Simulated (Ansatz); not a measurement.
# C7H8: the cost of one run

Method: the levels named in each step, in Ansatz 0.2.0.

## (1) The structure to begin with

Bond lengths (14 of 16 bonds, heavy atoms first): C1–C2 1.367 Å, C2–C3 1.507 Å, C3–C4 1.512 Å, C4–C5 1.363 Å, C1–C6 1.512 Å, C5–C6 1.512 Å, C3–C7 1.542 Å, C6–C7 1.536 Å, C1–H8 1.076 Å, C2–H9 1.076 Å, C3–H10 1.083 Å, C4–H11 1.076 Å, C5–H12 1.076 Å, C6–H13 1.083 Å. Angles (14 of 30 angles, heavy atoms first): C1–C2–C3 107.3°, C2–C1–C6 107.2°, C2–C3–C4 95.2°, C2–C3–C7 101.1°, C4–C3–C7 101.1°, C3–C4–C5 107.3°, C4–C5–C6 107.2°, C1–C6–C5 95.0°, C1–C6–C7 101.1°, C5–C6–C7 101.4°, C3–C7–C6 94.5°, C1–C2–H9 128.0°, C3–C2–H9 124.6°, C2–C1–H8 128.0°.

Coordinates:

```xyz
15

C    -0.4206    1.3413    0.1984
C    -1.0752    0.5756   -0.7265
C    -0.6531   -0.8540   -0.5032
C     0.7611   -0.6596   -1.0005
C     1.4136    0.1036   -0.0785
C     0.4300    0.4074    1.0287
C    -0.4334   -0.8625    1.0232
H    -0.4473    2.4111    0.3124
H    -1.7369    0.9028   -1.5097
H    -1.2490   -1.6333   -0.9618
H     1.1376   -1.0290   -1.9386
H     2.4230    0.4744   -0.1224
H     0.8221    0.7786    1.9673
H    -1.3573   -0.7581    1.5839
H     0.1058   -1.7475    1.3642
```

## (2) A rough first relaxation, PBE-D4/def2-SVP

This run stands in another session on the same molecule. It ended at:

```xyz
15

C    -0.4395    1.3558    0.2162
C    -1.1045    0.5793   -0.7238
C    -0.6591   -0.8635   -0.5075
C     0.7717   -0.6868   -1.0052
C     1.4364    0.0894   -0.0648
C     0.4333    0.4126    1.0376
C    -0.4355   -0.8738    1.0283
H    -0.4594    2.4524    0.3058
H    -1.7605    0.9335   -1.5334
H    -1.2636   -1.6535   -0.9832
H     1.1628   -1.0397   -1.9714
H     2.4633    0.4792   -0.1318
H     0.8371    0.8000    1.9876
H    -1.3773   -0.7640    1.6033
H     0.1152   -1.7701    1.3792
```

## (3) Relaxation, HF/STO-3G

The input, input.yaml:

```yaml
crystal:
  periodic: [false, false, false]
  atoms:
    - { symbol: C, position_ang: [-0.43949473, 1.35575985, 0.21619356] }
    - { symbol: C, position_ang: [-1.10447876, 0.57932129, -0.72381122] }
    - { symbol: C, position_ang: [-0.65913368, -0.86350158, -0.50746192] }
    - { symbol: C, position_ang: [0.77166934, -0.6868039, -1.00518814] }
    - { symbol: C, position_ang: [1.4364375, 0.08940211, -0.06484614] }
    - { symbol: C, position_ang: [0.4332542, 0.41261193, 1.0376008] }
    - { symbol: C, position_ang: [-0.43549224, -0.87377029, 1.02830101] }
    - { symbol: H, position_ang: [-0.45936471, 2.45243739, 0.30577107] }
    - { symbol: H, position_ang: [-1.7605019, 0.93348417, -1.53337038] }
    - { symbol: H, position_ang: [-1.26363467, -1.65347337, -0.98317154] }
    - { symbol: H, position_ang: [1.16281579, -1.03965578, -1.97137807] }
    - { symbol: H, position_ang: [2.46334955, 0.4791736, -0.13182801] }
    - { symbol: H, position_ang: [0.83712582, 0.79999331, 1.98763256] }
    - { symbol: H, position_ang: [-1.37731745, -0.76403028, 1.60327658] }
    - { symbol: H, position_ang: [0.11519595, -1.77010845, 1.37919985] }
magnetization:
  spin_polarized: true
  initial_magnetization: 1
total_charge: 1
basis:
  gaussian: { orbitals: STO-3G }
hamiltonian:
  xc: hf
relax:
  f_tol: 0.004
  max_steps: 150
```

Run with:

```console
> ansatz run input.yaml --threads 4 --pin off --max-ram 10240MiB --backend cpu --events-out ev --progress --plain --runs-dir out
```

What time and memory should one allow on 4 threads of Arm Neoverse N1, shared host?

About 17 s, with a peak of 0.12 GiB.
